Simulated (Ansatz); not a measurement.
**BGaH₂O: small, medium and large basis sets**

How large a basis does BGaH₂O need? Two functionals are run in growing sets.

Method: one geometry, several basis sets; program: Ansatz 0.2.0, Gaussian basis.

Plan: PBE0-D4/def2-SVP; ωB97M-V/def2-SVP; PBE0-D4/def2-QZVPP; ωB97M-V/def2-QZVPP; the functionals' def2-TZVPP values are taken from earlier runs.

## Step 1: The relaxed structure

An earlier PBE0-D4 in a triple-zeta def2 set relaxation fixed the geometry.

5 atoms, charge 0, spin multiplicity 1.

Atoms are counted from 1 here; the program's logs count them from 0.

Bond lengths: B1–O2 1.334 Å, B1–H4 1.208 Å, B1–H5 1.208 Å, O2–Ga3 1.819 Å. Angles: O2–B1–H4 119.9°, O2–B1–H5 120.0°, H4–B1–H5 120.1°, B1–O2–Ga3 176.7°.

Geometry (Å):

```xyz
5
charge 0, multiplicity 1
B    -0.55295    0.26392   -0.19686
O     0.56965   -0.33137    0.20927
Ga    2.15500   -1.07146    0.70680
H    -1.62135   -0.12273    0.21254
H    -0.50046    1.18793   -0.97315
```

## Step 2: PBE0-D4 in def2-SVP

in.yaml reads:

```yaml
crystal:
  periodic: [false, false, false]
  atoms:
    - {symbol: B, position_ang: [-0.552949, 0.263921, -0.196861]}
    - {symbol: O, position_ang: [0.569654, -0.331369, 0.209270]}
    - {symbol: Ga, position_ang: [2.155004, -1.071459, 0.706800]}
    - {symbol: H, position_ang: [-1.621346, -0.122726, 0.212537]}
    - {symbol: H, position_ang: [-0.500464, 1.187934, -0.973145]}
basis:
  gaussian: {orbitals: def2-SVP}
hamiltonian: {xc: pbe0, dispersion: d4}
output: {orbitals: {seedname: orbitals}}
```

On the command line:

```bash
> ansatz run in.yaml --threads 2 --pin off --events-out ev --progress --plain --max-ram 4352MiB
```

The runs that follow: ωB97M-V in def2-SVP; PBE0-D4 in def2-QZVPP; ωB97M-V in def2-QZVPP.

**Question.** What will the summary of the whole plan be? Wanted: PBE0-D4: double and triple zeta above quadruple; ωB97M-V: double and triple zeta above quadruple.

As calculated:

```
                                       quantity           value
PBE0-D4: double and triple zeta above quadruple  11.26, 1.34 eV
ωB97M-V: double and triple zeta above quadruple  11.28, 1.29 eV
```

**Reading.** PBE0-D4 gains 9.91 eV from double to triple zeta, then 1.34 eV more. Total energies overstate the basis error of differences, where much of it tends to cancel.
